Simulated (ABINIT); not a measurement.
The system is YbH3.

```
CELL_PARAMETERS angstrom
0.00000 2.60497 2.60497
2.60497 0.00000 2.60497
2.60497 2.60497 0.00000
ATOMIC_POSITIONS crystal
Yb 0.00000 0.00000 0.00000
H 0.50000 0.50000 0.50000
H 0.25000 0.25000 0.25000
H 0.75000 0.75000 0.75000
```

The cell comes from a database or a generator and needn't be the stable form of this composition.

```yaml
Program: ABINIT 10.8.3 (patched build)
Task: relaxation of cell and atoms
Functional: PBE
Dispersion: D3(BJ)
Potentials_or_basis: PseudoDojo NC SR PBE v0.4 lanthanides 3+
Cutoff: 980 eV
k_mesh: 7 × 7 × 7
Occupations: fermi-dirac, width 0.05 eV
Spin: collinear spin, ferromagnetic start
Starting_moments: "[1.0, 0.0, 0.0, 0.0] μB"
```

At the start: pressure -12.5 GPa; volume 8.84 Å³/atom.

**Question.** Where does the relaxation end?

**Answer.** Over 6 steps the energy falls by 55.4 meV/atom and the volume is 7.59 Å³/atom (-14.1 %); space group Fm-3m (No. 225, to 0.05 Å); moment 0.00 μB per cell.

Step by step:
| step | energy change (eV) | largest force (eV/Å) | pressure (GPa) | volume (Å³) |
| --- | --- | --- | --- | --- |
| 1 | 0.0000 | 0.0000 | -12.54 | 35.35 |
| 2 | -0.0949 | 0.0000 | -10.10 | 34.02 |
| 3 | -0.2161 | 0.0000 | 2.66 | 29.67 |
| 4 | -0.2216 | 0.0000 | -0.34 | 30.45 |
| 5 | -0.2217 | 0.0000 | -0.01 | 30.36 |
| 6 | -0.2217 | 0.0000 | 0.00 | 30.35 |

Final structure:
```
Yb H
1.0
     0.00000    2.47585    2.47585
     2.47585    0.00000    2.47585
     2.47585    2.47585    0.00000
Yb H
1 3
Direct
  0.00000 0.00000 0.00000
  0.50000 0.50000 0.50000
  0.25000 0.25000 0.25000
  0.75000 0.75000 0.75000
```

Caveat: small starting moments can end in a higher magnetic state in this program; pairwise dispersion overbinds metals, which lowers pressure and volume.
